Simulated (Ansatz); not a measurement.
# CH6GeO: the cost of one run

Program: Ansatz 0.2.0, Gaussian basis. Level of theory: PBE0-D4/def2-TZVP structures, single points in def2-TZVPP, no counterpoise correction. These are calculated values, not measurements.

Levels: SPW92, PBE-D4, BLYP-D4, r2SCAN-D4, B97M-V, PBE0-D4, B3LYP-D4, r2SCAN0-D4, BHLYP-D4, CAM-B3LYP-D4, wB97X-V, wB97M-V, B2PLYP, PBE-QIDH, RPA on PBE, Hartree-Fock, MP2, CCSD, CCSD(T).

Correlated methods freeze the cores. Filled d shells of the heavier atoms are correlated. B3LYP uses VWN-RPA correlation. B2PLYP carries no dispersion term here.

94 further runs of the same task are left out: 94 set aside as unsound or not needed.

## 1. The starting structure

The complex: 11 atoms, charge 0, spin multiplicity 1.

Atoms are counted from 1 here; the program's logs count them from 0.

Bond lengths: Ge1–O2 1.781 Å, Ge1–H4 1.541 Å, Ge1–H5 1.530 Å, Ge1–H6 1.541 Å, O2–C3 1.406 Å, C3–H9 1.098 Å, C3–H10 1.098 Å, C3–H11 1.093 Å, H7–H8 0.749 Å. Angles: O2–Ge1–H4 108.8°, O2–Ge1–H5 104.8°, O2–Ge1–H6 108.8°, H4–Ge1–H5 112.2°, H4–Ge1–H6 109.8°, H5–Ge1–H6 112.2°, Ge1–O2–C3 118.0°, O2–C3–H9 112.1°, O2–C3–H10 112.1°, O2–C3–H11 108.0°, H9–C3–H10 108.2°, H9–C3–H11 108.1°, H10–C3–H11 108.1°.

Geometry (Å):

| atom | x (Å) | y (Å) | z (Å) |
| --- | --- | --- | --- |
| Ge1 | -1.1333 | 1.2614 | 0.1091 |
| O2 | 0.2020 | 0.0860 | 0.0324 |
| C3 | -0.1012 | -1.2340 | -0.3461 |
| H4 | -1.7805 | 1.3701 | -1.2855 |
| H5 | -0.4759 | 2.5730 | 0.5443 |
| H6 | -2.1742 | 0.7647 | 1.1317 |
| H7 | 2.6205 | 0.0645 | 0.5231 |
| H8 | 3.3467 | -0.0759 | 0.6377 |
| H9 | -0.5229 | -1.2874 | -1.3588 |
| H10 | -0.8079 | -1.7113 | 0.3462 |
| H11 | 0.8266 | -1.8111 | -0.3344 |

Its parts: CH₆GeO holds atoms 1, 2, 3, 4, 5, 6, 9, 10, 11; H₂ holds atoms 7, 8. Each part counts its atoms afresh in its own runs.

## 2. Relaxing CH₆GeO alone

Input file relax-a/in.yaml:

```yaml
crystal:
  periodic: [false, false, false]
  atoms:
    - {symbol: Ge, position_ang: [-1.133317, 1.261365, 0.109136]}
    - {symbol: O, position_ang: [0.201972, 0.085957, 0.032443]}
    - {symbol: C, position_ang: [-0.101185, -1.233984, -0.346058]}
    - {symbol: H, position_ang: [-1.780455, 1.370089, -1.285472]}
    - {symbol: H, position_ang: [-0.475901, 2.573035, 0.544282]}
    - {symbol: H, position_ang: [-2.174153, 0.764687, 1.131673]}
    - {symbol: H, position_ang: [-0.522928, -1.287419, -1.358773]}
    - {symbol: H, position_ang: [-0.807851, -1.711282, 0.346172]}
    - {symbol: H, position_ang: [0.826642, -1.811134, -0.334361]}
basis:
  gaussian: {orbitals: def2-TZVP}
hamiltonian: {xc: pbe0, dispersion: d4}
relax: {f_tol: 0.005, max_steps: 200}
```

Run with:

```console
> ansatz run in.yaml --threads 4 --pin off --events-out ev --progress --plain --max-ram 9574MiB
```

**Question.** How long does this run take on 4 threads of Arm Neoverse V2, shared host?

About 6 s.
